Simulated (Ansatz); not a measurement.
# CH₆GeSe: basis-set convergence

An exercise on one series of results from a longer session: the logs are not shown, and one member is left open.

Computed with Ansatz 0.2.0, Gaussian basis. Level: one geometry, several basis sets.

The runs, in order: PBE0-D4/def2-SVP; ωB97M-V/def2-SVP; PBE0-D4/def2-QZVPP; ωB97M-V/def2-QZVPP; the functionals' def2-TZVPP values are taken from earlier runs.

**Structure used throughout**

An earlier PBE0-D4 in a triple-zeta def2 set relaxation fixed the geometry.

SMILES `C[Se][GeH3]`, 9 atoms, charge 0, spin multiplicity 1.

Atoms are counted from 1 here; the program's logs count them from 0.

Bond lengths: C1–Se2 1.956 Å, C1–H4 1.088 Å, C1–H5 1.089 Å, C1–H6 1.088 Å, Se2–Ge3 2.344 Å, Ge3–H7 1.534 Å, Ge3–H8 1.539 Å, Ge3–H9 1.539 Å. Angles: Se2–C1–H4 110.5°, Se2–C1–H5 106.3°, Se2–C1–H6 110.5°, H4–C1–H5 109.4°, H4–C1–H6 110.6°, H5–C1–H6 109.4°, C1–Se2–Ge3 96.7°, Se2–Ge3–H7 106.7°, Se2–Ge3–H8 110.1°, Se2–Ge3–H9 110.1°, H7–Ge3–H8 110.5°, H7–Ge3–H9 110.5°, H8–Ge3–H9 108.9°.

As a file:

```
atom    x (Å)    y (Å)    z (Å)
  C1  -0.8179   1.0641  -0.9121
 Se2   1.0657   0.5393  -0.8532
 Ge3   0.8546  -1.0394   0.8670
  H4  -1.4425   0.2110  -1.1704
  H5  -0.9006   1.8221  -1.6894
  H6  -1.1245   1.4890   0.0419
  H7   2.2536  -1.6201   1.1078
  H8  -0.1251  -2.1499   0.4474
  H9   0.3250  -0.3624   2.1438
```

The first run:

in.yaml reads:

```yaml
crystal:
  periodic: [false, false, false]
  atoms:
    - {symbol: C, position_ang: [-0.817874, 1.064082, -0.912070]}
    - {symbol: Se, position_ang: [1.065711, 0.539330, -0.853234]}
    - {symbol: Ge, position_ang: [0.854568, -1.039395, 0.866999]}
    - {symbol: H, position_ang: [-1.442545, 0.211006, -1.170371]}
    - {symbol: H, position_ang: [-0.900581, 1.822065, -1.689389]}
    - {symbol: H, position_ang: [-1.124474, 1.489000, 0.041929]}
    - {symbol: H, position_ang: [2.253633, -1.620141, 1.107820]}
    - {symbol: H, position_ang: [-0.125084, -2.149855, 0.447446]}
    - {symbol: H, position_ang: [0.325046, -0.362391, 2.143770]}
basis:
  gaussian: {orbitals: def2-SVP}
hamiltonian: {xc: pbe0, dispersion: d4}
output: {orbitals: {seedname: orbitals}}
```

Launch:

```
$ ansatz run in.yaml --threads 4 --pin off --events-out ev --progress --plain --max-ram 10444MiB
```

Steps of the session up to this table: PBE0-D4 in def2-SVP; ωB97M-V in def2-SVP; PBE0-D4 in def2-QZVPP; ωB97M-V in def2-QZVPP.

One table of the session follows, with a row left open; its other results are not shown here.

It belongs to the step «Density functionals: the series». 

| functional | basis | HOMO (eV) | LUMO (eV) |
| --- | --- | --- | --- |
| PBE0-D4 | def2-SVP | -6.37 | 0.08 |
| PBE0-D4 | def2-TZVPP | -6.47 | -0.19 |
| PBE0-D4 | def2-QZVPP | -6.49 | -0.33 |
| ωB97M-V | def2-SVP | -8.51 | 2.00 |
| ωB97M-V | def2-TZVPP | ? | ? |
| ωB97M-V | def2-QZVPP | -8.64 | 1.25 |

Q: Estimate the row for ωB97M-V, def2-TZVPP from the others.

As computed: HOMO (eV): -8.63; LUMO (eV): 1.59. In the column «HOMO (eV)» it lies between ωB97M-V, def2-QZVPP (-8.64) and ωB97M-V, def2-SVP (-8.51).
